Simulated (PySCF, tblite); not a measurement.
**C₆H₁₁NO₂: infrared bands and NMR shifts**

Wanted: the infrared bands and NMR shifts of C₆H₁₁NO₂ (`COC[C@@H](CC#N)OC`), by calculation.

The runs use tblite 0.8.0 and PySCF 2.14.0, with density-fitted response routines of our own; the level of theory stands in each step. All values are computed, except where a source is named. Atoms are numbered from 0 throughout.

### 1 Starting geometry

20 atoms, charge 0, multiplicity 1; geometry from: GFN2-xTB.

Bonds of the start (Å): C0–O1 1.41, O1–C2 1.41, C2–C3 1.54, C3–C4 1.54, C4–C5 1.44, C5–N6 1.14, C3–O7 1.41, O7–C8 1.41, C0–H9 1.10, C0–H10 1.10, C0–H11 1.09, C2–H12 1.10, C2–H13 1.10, C3–H14 1.10, C4–H15 1.09, C4–H16 1.09, C8–H17 1.09, C8–H18 1.10, C8–H19 1.09.

### 2 Infrared spectrum with GFN2-xTB

The job: settings as JSON, then the geometry in Å.

```
{"job": {"kind": "ir", "xc": "GFN2-xTB", "basis": "xTB"}, "charge": 0, "multiplicity": 1}
C      2.912218     0.096936     0.155658
O      1.643727     0.031071     0.757486
C      0.607628    -0.188141    -0.169628
C     -0.725788    -0.118222     0.590849
C     -0.900801     1.279446     1.207847
C     -0.892849     2.303364     0.195118
N     -0.869734     3.119665    -0.604439
O     -1.842117    -0.357197    -0.232742
C     -2.047207    -1.698290    -0.600602
H      2.967776     0.928970    -0.556245
H      3.151615    -0.835559    -0.369758
H      3.627388     0.255150     0.959947
H      0.616644     0.577091    -0.960261
H      0.726773    -1.174805    -0.643394
H     -0.689804    -0.856997     1.409640
H     -0.074906     1.459649     1.899238
H     -1.851881     1.325284     1.742716
H     -3.027937    -1.731093    -1.071129
H     -2.039857    -2.354355     0.278205
H     -1.296035    -2.051289    -1.314761
```

**Question.** This job is followed by: GIAO PBE0/pcSseg-1 NMR shielding, non-relativistic, gas phase. Predict these results of the whole session: strongest single infrared mode (GFN2-xTB); zero-point energy (GFN2-xTB); 13C shifts against TMS (PBE0/pcSseg-1); 1H shifts against TMS (PBE0/pcSseg-1, means over atoms taken as alike); 17O shifts against H2O (PBE0/pcSseg-1); 15N shifts against NH3 (PBE0/pcSseg-1).

The runs gave:

```
                                                              quantity                                         value
                             strongest single infrared mode (GFN2-xTB)                         2415 cm⁻¹, 181 km/mol
                                          zero-point energy (GFN2-xTB)                                102.3 kcal/mol
                                13C shifts against TMS (PBE0/pcSseg-1)       122.1, 80.9, 72.5, 61.8, 59.7, 23.0 ppm
1H shifts against TMS (PBE0/pcSseg-1, means over atoms taken as alike)  3.87, 3.65, 3.61, 3.61, 3.39, 2.77, 2.37 ppm
                                17O shifts against H2O (PBE0/pcSseg-1)                                35.7, 15.9 ppm
                                15N shifts against NH3 (PBE0/pcSseg-1)                                     302.2 ppm
```

In words: No mode is imaginary among the 54: a minimum at this level. The strongest single mode, at 2415 cm⁻¹, moves mainly C5 and N6. Unscaled tight-binding wavenumbers are off by several per cent, some by more. Its intensities can rank the bands wrongly. C5 (nitrile carbon) lies farthest downfield among carbon, at 122.1 ppm; typical of a nitrile. At PBE0/pcSseg-1: The largest span, 519 ppm, is at N6, where the paramagnetic term is -375 ppm.
